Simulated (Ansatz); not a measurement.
**GeH3O (SMILES [O][GeH3]): a chain of runs**

Aim: a series of 16 runs (UHF/STO-3G, UHF/3-21G, UHF/6-31G*, UB3LYP/6-31G*, UPBE/def2-SVP, UMP2/6-31G*) of GeH3O. 

The results are computed with Ansatz 0.2.0.

## Step 1: The system as given

GeH3O: 5 atoms, total charge 0, spin state doublet. As SMILES, `[O][GeH3]`. Geometry: relaxed at PBE0-D4/def2-TZVP. The run starts from this shape.

Bond lengths: O1–Ge2 1.795 Å, Ge2–H3 1.536 Å, Ge2–H4 1.536 Å, Ge2–H5 1.537 Å. Angles: O1–Ge2–H3 109.7°, O1–Ge2–H4 109.7°, O1–Ge2–H5 102.4°, H3–Ge2–H4 111.5°, H3–Ge2–H5 111.6°, H4–Ge2–H5 111.6°.

## Step 2: A structure relaxation at UHF/STO-3G (run 1)

File job.yaml:

```yaml
crystal:
  periodic: [false, false, false]
  atoms:
    - {symbol: O, position_ang: [-1.443900, 0.418600, 0.777300]}
    - {symbol: Ge, position_ang: [0.072300, -0.056300, -0.056900]}
    - {symbol: H, position_ang: [-0.162200, -0.091200, -1.574700]}
    - {symbol: H, position_ang: [0.548000, -1.418100, 0.471500]}
    - {symbol: H, position_ang: [1.035700, 1.073400, 0.341400]}
basis:
  gaussian:
    orbitals: STO-3G
total_charge: 0
magnetization:
  spin_polarized: true
  initial_magnetization: 1
hamiltonian:
  xc: hf
relax:
  f_tol: 0.002
output: {orbitals: {seedname: orbitals}}
```

Command:

```sh
$ ansatz run job.yaml --threads 1 --pin off --max-ram 3480MiB --events-out events.jsonl --progress --plain --runs-dir runs
```

The log of the run:

```text
Warning: RAYON_NUM_THREADS=1 ignored (pool sized by the plan → 1); use --threads N
The last accepted step is kept in runs//last_step.txt (removed where the run ends without a failure and the disk answers)
[... 49 lines left out ...]
Total energy: -57887.71243858 eV, -2127.3341944171 hartree
[... 5 lines left out ...]
Dipole moment:     0.236524    -0.061751    -0.122133 e Å
```

It took 2.6 s on 1 thread of Intel Xeon Platinum 8488C (Sapphire Rapids), shared host; peak memory 0.099 GiB.

Step by step:

| step | energy from the first frame kept (eV) | largest force (eV/Å) |
| --- | --- | --- |
| 1 | 0.0000 | 2.0171 |
| 2 | -0.3253 | 0.5999 |
| 3 | -0.3372 | 0.1223 |
| 4 | -0.3376 | 0.0343 |
| 5 | -0.3376 | 0.0017 |

After the run. Bond lengths: O1–Ge2 1.805 Å, Ge2–H3 1.435 Å, Ge2–H4 1.435 Å, Ge2–H5 1.432 Å. Angles: O1–Ge2–H3 109.3°, O1–Ge2–H4 109.3°, O1–Ge2–H5 106.4°, H3–Ge2–H4 110.4°, H3–Ge2–H5 110.7°, H4–Ge2–H5 110.7°.

## Step 3: Vibrational wavenumbers at UHF/STO-3G (run 2)

File job.yaml:

```yaml
crystal:
  periodic: [false, false, false]
  atoms:
    - {symbol: O, position_ang: [-1.464035, 0.392607, 0.767436]}
    - {symbol: Ge, position_ang: [0.084539, -0.042832, -0.052385]}
    - {symbol: H, position_ang: [-0.126372, -0.088396, -1.470694]}
    - {symbol: H, position_ang: [0.532169, -1.318856, 0.426737]}
    - {symbol: H, position_ang: [1.023599, 0.983877, 0.287506]}
basis:
  gaussian:
    orbitals: STO-3G
magnetization:
  spin_polarized: true
  initial_magnetization: 1
hamiltonian:
  xc: hf
phonons:
  temperatures:
    t_min: 298.15
    t_max: 298.15
    t_step: 1
```

Command:

```sh
$ ansatz run job.yaml --threads 1 --pin off --max-ram 3480MiB --events-out events.jsonl --progress --plain --runs-dir runs
```

The log of the run:

```text
Warning: RAYON_NUM_THREADS=1 ignored (pool sized by the plan → 1); use --threads N
[... 173 lines left out ...]
Total energy: -57887.71246037 eV, -2127.3341952178 hartree
[... 5 lines left out ...]
Dipole moment:     0.236523    -0.061751    -0.122134 e Å
Vibrations: 388.37 685.77 712.05 1074.83 1091.29 1131.65 2392.57 2425.84 2478.12 cm⁻¹, zero-point energy 0.767493 eV
```

Run time: 7.2 s. Hardware: 1 thread of Intel Xeon Platinum 8488C (Sapphire Rapids), shared host; peak memory 0.1 GiB.

Runs 3 to 11 aren't shown in full; the table further down has their settings and results.

## Step 4: Vibrational wavenumbers at UB3LYP/6-31G(d) (Cartesian functions) (run 12)

File job.yaml:

```yaml
crystal:
  periodic: [false, false, false]
  atoms:
    - {symbol: O, position_ang: [-1.458949, 0.428375, 0.788874]}
    - {symbol: Ge, position_ang: [0.064839, -0.059022, -0.056049]}
    - {symbol: H, position_ang: [-0.154980, -0.091810, -1.585678]}
    - {symbol: H, position_ang: [0.558822, -1.425537, 0.471002]}
    - {symbol: H, position_ang: [1.040169, 1.074394, 0.340452]}
basis:
  gaussian:
    orbitals: "6-31G*"
magnetization:
  spin_polarized: true
  initial_magnetization: 1
hamiltonian:
  xc: {name: B3LYP}
phonons:
  temperatures: {t_min: 298.15, t_max: 298.15, t_step: 1}
```

Command:

```sh
$ ansatz run job.yaml --threads 1 --pin off --max-ram 3480MiB --events-out events.jsonl --progress --plain --runs-dir runs
```

The log of the run:

```text
Warning: RAYON_NUM_THREADS=1 ignored (pool sized by the plan → 1); use --threads N
[... 110 lines left out ...]
Total energy: -58605.45444105 eV, -2153.7107265047 hartree
[... 5 lines left out ...]
Dipole moment:     0.364876    -0.116895    -0.202440 e Å
Vibrations: 433.49 519.00 659.07 827.94 835.45 885.37 2098.95 2115.41 2116.30 cm⁻¹, zero-point energy 0.650358 eV
```

Wall time 29 s (1 thread of Intel Xeon Platinum 8488C (Sapphire Rapids), shared host); peak memory 0.16 GiB.

Runs 13 to 15 aren't shown in full; the table further down has their settings and results.

## Step 5: The harmonic vibrations at UMP2/6-31G(d) (Cartesian functions) (run 16)

File run.yaml:

```yaml
crystal:
  periodic: [false, false, false]
  atoms:
    - {symbol: O, position_ang: [-1.464794, 0.420517, 0.785806]}
    - {symbol: Ge, position_ang: [0.076478, -0.053253, -0.056347]}
    - {symbol: H, position_ang: [-0.158763, -0.094332, -1.577310]}
    - {symbol: H, position_ang: [0.551125, -1.420744, 0.468089]}
    - {symbol: H, position_ang: [1.045854, 1.074213, 0.338362]}
basis:
  gaussian: {orbitals: "6-31G*"}
phonons: {temperatures: {t_min: 298.15, t_max: 298.15, t_step: 1}}
correlation: {method: mp2}
magnetization: {spin_polarized: true, initial_magnetization: 1}
```

Command:

```sh
$ ansatz run run.yaml --threads 1 --pin off --max-ram 3480MiB --events-out events.jsonl --progress --plain --runs-dir runs
```

The log of the run:

```text
Warning: RAYON_NUM_THREADS=1 ignored (pool sized by the plan → 1); use --threads N
[... 14 lines left out ...]
10 core orbitals not correlated: weight in the atoms' cores, before any rotation towards them, 1.000 or more for the frozen orbitals, at most 0.000 for the correlated occupied ones
[... 36 lines left out ...]
10 core orbitals not correlated: weight in the atoms' cores, before any rotation towards them, 1.000 or more for the frozen orbitals, at most 0.000 for the correlated occupied ones
[... 35 lines left out ...]
10 core orbitals not correlated: weight in the atoms' cores, before any rotation towards them, 1.000 or more for the frozen orbitals, at most 0.000 for the correlated occupied ones
[... 35 lines left out ...]
10 core orbitals not correlated: weight in the atoms' cores, before any rotation towards them, 1.000 or more for the frozen orbitals, at most 0.000 for the correlated occupied ones
[... 31 lines left out ...]
Dipole moment:     0.376880    -0.118744    -0.207805 e Å
[... 1 line left out ...]
Checks for a lower state left out: cluster_reference
```

Run time: 38 s. Hardware: 1 thread of Intel Xeon Platinum 8488C (Sapphire Rapids), shared host; peak memory 0.16 GiB.

## Step 6: All runs side by side

| run | level | task | walk f tol | partner | energy (Eh) | dipole moment (D) | ⟨S²⟩ | wall time |
| --- | --- | --- | --- | --- | --- | --- | --- | --- |
| 1 | UHF/STO-3G | optimise | 0.002 | base | -2127.334194 | 1.31 | 0.758 | 2.6 s |
| 2 | UHF/STO-3G | frequencies | – | base | -2127.334195 | 1.31 | 0.758 | 7.2 s |
| 3 | UHF/STO-3G | energy | – | cation | -2127.053331 | – | 1.001 | 0.83 s |
| 4 | UHF/STO-3G | optimise | – | cation | -2127.078895 | – | 1.000 | 8.1 s |
| 5 | UHF/3-21G | optimise | 0.002 | base | -2141.507581 | 2.15 | 0.756 | 3.9 s |
| 6 | UHF/3-21G | frequencies | – | base | -2141.507582 | 2.15 | 0.756 | 7.5 s |
| 7 | UHF/3-21G | energy | – | cation | -2141.112399 | – | 1.008 | 1.9 s |
| 8 | UHF/3-21G | optimise | – | cation | -2141.146718 | – | 1.000 | 8.4 s |
| 9 | UHF/6-31G* (Cartesian functions) | optimise | 0.002 | base | -2151.634201 | 2.26 | 0.758 | 12 s |
| 10 | UHF/6-31G* (Cartesian functions) | frequencies | – | base | -2151.634201 | 2.26 | 0.758 | 16 s |
| 11 | UB3LYP/6-31G* (Cartesian functions) | optimise | 0.002 | base | -2153.710727 | 2.08 | 0.754 | 20 s |
| 12 | UB3LYP/6-31G* (Cartesian functions) | frequencies | – | base | -2153.710727 | 2.08 | 0.754 | 29 s |
| 13 | UPBE/def2-SVP | optimise | 0.002 | base | -2153.221326 | 1.99 | 0.753 | 24 s |
| 14 | UPBE/def2-SVP | frequencies | – | base | -2153.221326 | 1.99 | 0.753 | 23 s |
| 15 | UMP2/6-31G* (Cartesian functions) | optimise | 0.002 | base | -2152.023170 | 2.14 | 0.758 | 17 s |
| 16 | UMP2/6-31G* (Cartesian functions) | frequencies | – | base | -2152.023170 | 2.14 | 0.758 | 38 s |

## Step 7: Outcome

| quantity | value |
| --- | --- |
| run 16, UMP2/6-31G*: total energy | -2152.02317 Eh |
| run 16, UMP2/6-31G*: dipole moment (correlated density) | 2.14 D |
| run 16, UMP2/6-31G*: correlation energy (10 core orbitals frozen) | -389.1 mEh |
| run 16, UMP2/6-31G*: ⟨S²⟩ of the reference determinant | 0.758 |
| run 16, UMP2/6-31G*: largest force on an atom | 0.001 eV/Å |
| run 16, UMP2/6-31G*: lowest harmonic wavenumber | 418 cm⁻¹ |
| run 16, UMP2/6-31G*: highest harmonic wavenumber | 2200 cm⁻¹ |
| run 16, UMP2/6-31G*: zero-point energy | 65.2 kJ/mol |
| vertical ionisation energy (to the singlet cation), UHF/STO-3G | 7.643 eV |
| vertical ionisation energy (to the singlet cation), UHF/3-21G | 10.753 eV |
| adiabatic ionisation energy (to the singlet cation, no zero-point term), UHF/STO-3G | 6.947 eV |
| adiabatic ionisation energy (to the singlet cation, no zero-point term), UHF/3-21G | 9.820 eV |

At UHF/STO-3G: removing an electron at fixed nuclei costs 7.64 eV (737 kJ/mol). Only the singlet of the ionised species was computed; a triplet could lie lower. Its partner is spin-contaminated (⟨S²⟩ = 1.00 against 0.00), so the difference is in doubt. In a minimal basis such a difference can be off by several eV, whatever the method. At UHF/3-21G: the vertical ionisation energy comes to 10.75 eV (248 kcal/mol). Its partner is spin-contaminated (⟨S²⟩ = 1.01 against 0.00), so the difference is in doubt. Totals of different functionals can't be ranked against each other. In runs 1, 2, 3, 4 the basis is minimal, so the values are rough. Spin contamination of the reference: run 7 ⟨S²⟩ = 1.01, run 3 ⟨S²⟩ = 1.00, run 8 ⟨S²⟩ = 1.00, run 4 ⟨S²⟩ = 1.00. Where it is this large, the reference is a mixture of spin states, and values that rest on it are in doubt. All runs together took 3.7 min, the longest 38 s.
